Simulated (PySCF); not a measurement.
# C3H3IN2 (4-Iodopyrazole): the cost of one run

Programs: PySCF 2.14.0, with routines of our own; each step states its level. All values are computed. Atoms count from 0.

1 further run of the same task is left out (for a basis unfit for spin-orbit shieldings).

## 1. The system as given

9 atoms, charge 0, multiplicity 1; geometry from: GFN2-xTB.

## 2. Optimising the geometry at PBE0-D3(BJ)/def2-SVP

What the job is given:

```
{"job": {"xc": "PBE0", "basis": "def2-SVP", "d3": "d3bj", "grid": 1, "maxiter": 30, "kind": "geom"}, "charge": 0, "multiplicity": 1}
I      2.839435     0.839954    -0.283511
C      0.870940     0.170259    -0.082367
C      0.418396    -1.151022     0.052162
N     -0.892338    -1.170603     0.154265
N     -1.291625     0.095207     0.089332
C     -0.262151     0.951438    -0.054384
H      0.992426    -2.054365     0.076029
H     -2.274023     0.312968     0.148639
H     -0.387499     2.012158    -0.125345
```

On the command line:

```console
$ OMP_NUM_THREADS=1 python heavy_run.py task.json out
```

The driver reads the jobs from task.json and runs them one after another.

Q: Estimate the wall time and peak memory of this first job on 1 thread of Arm Neoverse V2, shared host.

About 35 s, with a peak of 0.46 GiB.
